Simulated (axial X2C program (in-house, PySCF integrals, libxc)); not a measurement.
# Linear HWF at several levels

The task here is to estimate one member of a computed series from the others.

Program: an in-house X2C program for linear molecules on PySCF integrals. Level of theory: all-electron X2C, two-component (2c) or spin-free, H dyall-v3z, W dyall-v3z, F dyall-av3z. These are calculated values, not measurements.

All values are calculated.

2 further runs of the same task are left out: 2 set aside as unsound or not needed.

The first run:

The input, task.json:

```json
{"zs": [1, 74, 9], "q": 0, "bas": ["dyall-v3z", "dyall-v3z", "dyall-av3z"], "r0": [1.69, 2.01], "symm": 0, "scan": ["PBE0", "HF", "LDA"], "levels": ["PBE0", "HF", "TPSSh"], "nst": 2}
```

Keys: zs atomic numbers; q charge; bas basis sets; r0 starting distance in Å; symm equal bonds; scan levels of the two-bond scan (MP2 follows by itself at each HF point); levels methods; nst determinants followed.

On the command line:

```
$ python solin.py task.json out
```

Masses H 1.008, W 183.951, F 18.998 u.

Steps of the session up to this table: Scan at PBE0, 2c; Scan at HF, 2c; Scan at LDA, 2c.

One of the session's tables, all rows but one given; the rest of the session is left out.

| level | r(H–W) (Å) | r(W–F) (Å) | lower stretch (cm⁻¹) | upper stretch (cm⁻¹) |
| --- | --- | --- | --- | --- |
| PBE0, 2c | 1.789 | 1.905 | 616.0 | 1820.3 |
| HF, 2c | ? | ? | ? | ? |
| LDA, 2c | 1.787 | 1.879 | 625.0 | 1788.9 |
| MP2, 2c | 1.792 | 1.924 | 607.2 | 1856.3 |
| PBE0, spin-free | 1.789 | 1.908 | 616.6 | 1823.9 |
| HF, spin-free | 1.813 | 1.928 | 612.7 | 1820.1 |
| LDA, spin-free | 1.788 | 1.885 | 627.4 | 1791.3 |
| MP2, spin-free | 1.792 | 1.925 | 607.9 | 1860.1 |

Q: Estimate the row for HF, 2c from the others.

**Answer.** r(H–W) (Å): 1.813; r(W–F) (Å): 1.926; lower stretch (cm⁻¹): 612.3; upper stretch (cm⁻¹): 1816.8.

Scans not shown above were run alike.

To keep in mind: The molecule was held linear; bending was not examined, so a bent shape may lie lower. Note: functional without a current term on a determinant with orbital currents, of the molecule or an atom.
